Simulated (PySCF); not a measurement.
# BBrH5N: the cost of one run

The runs use PySCF 2.14.0, with density-fitted response routines of our own; the level of theory stands in each step. All values are computed, except where a source is named. Atoms count from 0, in the outputs and in this text.

## Step 1: The starting structure

8 atoms, charge 0, multiplicity 1; geometry from: GFN2-xTB. The atoms were then displaced at random by about 0.01 Å, so the start is not that level's minimum.

Bonds of the start (Å): N0–B1 1.62, B1–Br2 1.98, N0–H3 1.02, N0–H4 1.03, N0–H5 1.05, B1–H6 1.19, B1–H7 1.19.

## Step 2: Geometry optimisation at PBE0-D3(BJ)/def2-SVP

The job: settings as JSON, then the geometry in Å.

```
{"job": {"xc": "PBE0", "basis": "def2-SVP", "d3": "d3bj", "grid": 1, "shake": 0.01, "kind": "geom"}, "charge": 0, "multiplicity": 1}
N     -0.795520     0.192570     0.052840
B      0.692150    -0.402080    -0.150830
Br     1.831500     1.032560     0.595250
H     -0.930410     0.405890     1.036400
H     -1.524940    -0.434580    -0.304900
H     -0.879180     1.106180    -0.458780
H      0.771070    -1.392810     0.495850
H      0.890470    -0.526870    -1.318280
```

The run is started by

```console
$ OMP_NUM_THREADS=1 python probes_run.py task.json out
```

The driver reads the jobs from task.json and runs them one after another.

**Question.** How long does this first job take on 1 thread of AMD EPYC 9R45, shared host, and how much memory does it need?

About 11 s, with a peak of 0.36 GiB.
